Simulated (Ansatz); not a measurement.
# CH6NO2Sc: the cost of one run

Computed with Ansatz 0.2.0, Gaussian basis. Level: the settings change from run to run.

### Step 1. The molecule

The geometry comes from an earlier relaxation with PBE0-D4 in a triple-zeta def2 set; it is a stationary point, not always the lowest conformer.

SMILES `C[O][Sc]([NH2])[OH]`, 11 atoms, charge 0, spin multiplicity 1.

Atoms are counted from 1 here; the program's logs count them from 0.

Bond lengths: C1–O2 1.384 Å, C1–H6 1.097 Å, C1–H7 1.098 Å, C1–H8 1.097 Å, O2–Sc3 1.870 Å, Sc3–N4 1.990 Å, Sc3–O5 1.877 Å, N4–H9 1.012 Å, N4–H10 1.012 Å, O5–H11 0.952 Å. Angles: O2–C1–H6 111.0°, O2–C1–H7 111.5°, O2–C1–H8 111.0°, H6–C1–H7 107.7°, H6–C1–H8 107.6°, H7–C1–H8 107.8°, C1–O2–Sc3 173.5°, O2–Sc3–N4 116.3°, O2–Sc3–O5 126.5°, N4–Sc3–O5 117.2°, Sc3–N4–H9 126.6°, Sc3–N4–H10 126.0°, H9–N4–H10 107.4°, Sc3–O5–H11 169.2°.

### Step 2. PBE0/def2-mTZVPP

This run has charge +1, multiplicity 2, a point charge of 2.00 e beside it, D3(BJ) with three-body dispersion, high accuracy.

The input, in.yaml:

```yaml
crystal:
  periodic: [false, false, false]
  atoms:
    - {symbol: C, position_ang: [-1.463839, -1.490590, 1.052281]}
    - {symbol: O, position_ang: [-0.589669, -0.632736, 0.408027]}
    - {symbol: Sc, position_ang: [0.636293, 0.365006, -0.590748]}
    - {symbol: N, position_ang: [0.905755, 2.253276, -0.024597]}
    - {symbol: O, position_ang: [1.630055, -0.237511, -2.065039]}
    - {symbol: H, position_ang: [-2.495315, -1.121683, 0.990236]}
    - {symbol: H, position_ang: [-1.440855, -2.495245, 0.610782]}
    - {symbol: H, position_ang: [-1.209976, -1.586357, 2.115628]}
    - {symbol: H, position_ang: [0.447431, 2.722718, 0.745712]}
    - {symbol: H, position_ang: [1.530617, 2.921316, -0.457656]}
    - {symbol: H, position_ang: [2.049512, -0.698203, -2.784625]}
basis:
  gaussian: {orbitals: def2-mTZVPP, point_charges: [{charge: 2.00, position_ang: [6.513, -0.712, 0.713]}]}
total_charge: 1
magnetization: {spin_polarized: true, initial_magnetization: 1}
hamiltonian: {xc: {name: PBE0}, dispersion: d3bjatm}
accuracy: high
output: {forces: true}
```

Launch:

```
$ ansatz run in.yaml --threads 2 --pin off --events-out ev --progress --plain --max-ram 22528MiB --backend cpu
```

**Question.** How long does this run take on 2 threads of AMD EPYC 7R13, shared host, and how much memory does it need?

About 40 s, with a peak of 1.1 GiB.
